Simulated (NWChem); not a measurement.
# RbBr (SMILES [Br][Rb]): levels of theory compared

Aim: a comparison of 6 runs (HF/STO-3G, HF/3-21G, CAM-B3LYP/def2-TZVP, B2PLYP/def2-TZVP, M06-2X/def2-TZVP, wB97X/def2-TZVP) of RbBr. 

The results are computed with NWChem 7.3.0.

3 further runs of the same task are left out: 3 set aside as unsound or not needed.

## Step 1: Starting point

The species is RbBr (2 atoms), meant as a singlet with charge 0. SMILES: `[Br][Rb]`. Geometry: the measured bond length.

Bond lengths: Br1–Rb2 2.945 Å.

## Step 2: Energy and forces at HF/STO-3G (run 1)

File brrb.nw:

```
echo
start brrb
title "BrRb"
memory 2200 mb

geometry noautosym nocenter noautoz
  Br    0.000000    0.000000    0.000000
  Rb    0.000000    0.000000    2.944744
end

basis spherical bse
  * library STO-3G
end

scf
  singlet
  rhf
  thresh 1e-08
  maxiter 80
  print low
end

task scf gradient
```

On the command line:

```
$ nwchem brrb.nw > brrb.out
```

What it wrote:

```text
[...]
  functions       =    40
[...]
  wavefunction    = RHF
[...]
         Total SCF energy =  -5452.400743893403
      One-electron energy =  -8087.469038894701
      Two-electron energy =   2402.353825609524
 Nuclear repulsion energy =    232.714469391774
        Time for solution =      2.1s
[...]
                         RHF ENERGY GRADIENTS
    atom               coordinates                        gradient
                 x          y          z           x          y          z
   1 Br      0.000000   0.000000   0.000000   -0.000000   0.000000  -0.005196
   2 Rb      0.000000   0.000000   5.564759    0.000000  -0.000000   0.005196
 Task  times  cpu:        4.0s     wall:        4.0s
 Total times  cpu:        4.0s     wall:        4.0s
```

It took 4.8 s on 1 thread of Intel Xeon Platinum 8375C at 2.90GHz (Ice Lake), shared host; peak memory 0.099 GiB.

## Step 3: Energy and gradient at HF/3-21G (run 2)

File a.nw:

```
start a
memory total 2200 mb

geometry noautosym nocenter noautoz
 Br     0.000000     0.000000     0.000000
 Rb     0.000000     0.000000     2.944744
end

basis spherical bse
 * library 3-21G
end

scf
 thresh 1e-08
 maxiter 80
end

task scf gradient
```

On the command line:

```
$ nwchem a.nw > a.out
```

What it wrote:

```text
[...]
  functions       =    48
[...]
  wavefunction    = RHF
[...]
         Total SCF energy =  -5484.826078641237
      One-electron energy =  -8106.705662795062
      Two-electron energy =   2389.165114762051
 Nuclear repulsion energy =    232.714469391774
        Time for solution =      3.8s
[...]
                         RHF ENERGY GRADIENTS
    atom               coordinates                        gradient
                 x          y          z           x          y          z
   1 Br      0.000000   0.000000   0.000000   -0.000000  -0.000000   0.019912
   2 Rb      0.000000   0.000000   5.564759    0.000000   0.000000  -0.019912
[...]
```

It took 7.5 s on 1 thread of Intel Xeon Platinum 8375C at 2.90GHz (Ice Lake), shared host; peak memory 0.096 GiB.

Runs 3 to 5 aren't shown in full; the table further down has their settings and results.

## Step 4: Energy and gradient at wB97X/def2-TZVP (core potential) (run 6)

File run.py:

```python
from ase import Atoms
from ase.calculators.nwchem import NWChem

molecule = Atoms(['Br', 'Rb'], positions=[
    [0.000000, 0.000000, 0.000000],
    [0.000000, 0.000000, 2.944744],
])

calc = NWChem(
    label='struct',
    theory='dft',
    memory='2200 mb',
    basis='def2-TZVP',
    basispar='spherical bse',
    dft={'xc': 'wb97x', 'mult': '1', 'grid': 'xfine', 'convergence': 'energy 1e-08', 'iterations': '100', 'mulliken': None},
    **{'ecp bse': {'Rb library': 'def2-TZVP'}},
)
molecule.calc = calc

forces = molecule.get_forces()
e = molecule.get_potential_energy()
print(f"E = {e:.6f} eV")
print("forces (eV/A):")
for s, f in zip(molecule.symbols, forces):
    print(f"{s:2s} {f[0]:10.5f} {f[1]:10.5f} {f[2]:10.5f}")
print("dipole (e A):", molecule.get_dipole_moment().round(4))
```

On the command line:

```
$ export ASE_NWCHEM_COMMAND="nwchem PREFIX.nwi > PREFIX.nwo"
$ python run.py
```

What it wrote:

```text
E = -70705.334169 eV
forces (eV/A):
Br   -0.00000    0.00000   -0.37903
Rb    0.00000   -0.00000    0.37903
dipole (e A): [-0.     -0.      2.3523]
```

The calculator wrote struct.nwi:

```
title "struct"

permanent_dir struct

scratch_dir struct

start struct

geometry units angstrom nocenter noautosym noautoz
  Br 0.0000000000000000e+00 0.0000000000000000e+00 0.0000000000000000e+00
  Rb 0.0000000000000000e+00 0.0000000000000000e+00 2.9447440000000000e+00
end

memory 2200 mb

basis spherical bse noprint
   * library def2-TZVP
end

dft
  xc wb97x
  mult 1
  grid xfine
  convergence energy 1e-08
  iterations 100
  mulliken
end
ecp bse
  Rb library def2-TZVP
end

task dft gradient
```

struct.nwo (excerpt; [...] marks lines left out):

```text
[...]
         Total DFT energy =    -2598.373126079830
[...]
  wavefunction    = closed shell
[...]
                         DFT ENERGY GRADIENTS
    atom               coordinates                        gradient
                 x          y          z           x          y          z
   1 Br      0.000000   0.000000   0.000000    0.000000  -0.000000   0.007371
   2 Rb      0.000000   0.000000   5.564759   -0.000000   0.000000  -0.007371
[...]
```

Run time: 73 s. Hardware: 1 thread of Intel Xeon Platinum 8375C at 2.90GHz (Ice Lake), shared host; peak memory 0.14 GiB.

## Step 5: All runs side by side

```
run                                 level  iteration cap  module   energy (Eh)  largest force (eV/Å)  wall time
  1                             HF/STO-3G             80     scf  -5452.400744                 0.267      4.8 s
  2                              HF/3-21G             80     scf  -5484.826079                 1.024      7.5 s
  3  CAM-B3LYP/def2-TZVP (core potential)            100     dft  -2598.438746                 0.342       79 s
  4     B2PLYP/def2-TZVP (core potential)            100     dft  -2597.868132                     –       19 s
  5     M06-2X/def2-TZVP (core potential)            100     dft  -2598.317678                 0.346       39 s
  6      wB97X/def2-TZVP (core potential)            100     dft  -2598.373126                 0.379       73 s
```

## Step 6: Results

```
                       quantity           value
            run 6: total energy  -2598.37313 Eh
           run 6: dipole moment         11.30 D
             run 6: HOMO energy        -7.98 eV
             run 6: LUMO energy        -0.10 eV
           run 6: HOMO–LUMO gap         7.88 eV
run 6: largest force on an atom      0.379 eV/Å
```

In words: Over runs 2, 4, 5, 6 the dipole moment (its size) runs from 11.10 D (M06-2X/def2-TZVP) to 12.68 D (HF/3-21G). The two ends differ in method and basis and core potential. Over runs 2, 4, 5, 6 the HOMO–LUMO gap runs from 5.47 eV (M06-2X/def2-TZVP) to 7.88 eV (wB97X/def2-TZVP). Totals of different functionals can't be ranked against each other. Some runs of one species differ in core potentials or relativity; totals across that change don't compare. In run 1 the basis is minimal, so the values are rough. In runs 1, 2 relativity is left out where basis or elements ask for it. All runs together took 3.7 min, the longest 79 s.
